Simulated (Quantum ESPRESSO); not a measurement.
An input for Quantum ESPRESSO 7.5 (FSbCl2):

File pw.in:

```
&CONTROL
  calculation = 'scf'
  prefix = 'pwscf'
  outdir = './tmp'
  pseudo_dir = './pseudo'
  tprnfor = .true.
  disk_io = 'low'
/
&SYSTEM
  ibrav = 0
  celldm(1) = 8
  nat = 4
  ntyp = 3
  ecutwfc = 100
  nbnd = 31
  input_dft = 'pbesol'
  occupations = 'tetrahedra'
  vdw_corr = 'grimme-d3'
  dftd3_version = 3
  assume_isolated = 'mt'
/
&ELECTRONS
  conv_thr = 8d-10
  electron_maxstep = 120
  mixing_beta = 0.5
/
ATOMIC_SPECIES
F     18.9984 F.upf
Sb   121.7600 Sb.upf
Cl    35.4500 Cl.upf
CELL_PARAMETERS alat
  2.8345891869387   0.0000000000000   0.0000000000000
  0.0000000000000   2.5983734213604   0.0000000000000
  0.0000000000000   0.0000000000000   2.8345891869387
ATOMIC_POSITIONS crystal
F      0.3742760000    0.4572470000    0.6280370000
Sb     0.4891220000    0.5701650000    0.5663710000
Cl     0.6322590000    0.4249410000    0.5302270000
Cl     0.4069910000    0.5696080000    0.3818530000
K_POINTS gamma
```

Potentials or basis: PseudoDojo 0.5 SR PBE stringent.

Run with:

```bash
$ OMP_NUM_THREADS=1 pw.x -in pw.in > pw.out
```

Q: Does this run start?

A: The run stopped without a result. It printed:

pw.out:

```text
This program is part of the open-source Quantum ESPRESSO suite
     for quantum simulation of materials; please cite
         "P. Giannozzi et al., J. Phys.:Condens. Matter 21 395502 (2009);
         "P. Giannozzi et al., J. Phys.:Condens. Matter 29 465901 (2017);
         "P. Giannozzi et al., J. Chem. Phys. 152 154105 (2020);
     in publications or presentations arising from this work. More details at

     Message from routine iosys:
     BEWARE:  force calculation with tetrahedra (not recommanded)

     IMPORTANT: XC functional enforced from input :
     Exchange-correlation= PBESOL
                           (   1   4  10   8   0   0   0)
     Any further DFT definition will be discarded
     Please, verify this is what you really want

     gamma-point specific algorithms are used

 %%%%%%%%%%%%%%%%%%%%%%%%%%%%%%%%%%%%%%%%%%%%%%%%%%%%%%%%%%%%%%%%%%%%%%%%%%%%%%
     Error in routine setup (1):
     tetrahedra need automatic k-point grid
 %%%%%%%%%%%%%%%%%%%%%%%%%%%%%%%%%%%%%%%%%%%%%%%%%%%%%%%%%%%%%%%%%%%%%%%%%%%%%%

     stopping ...
```
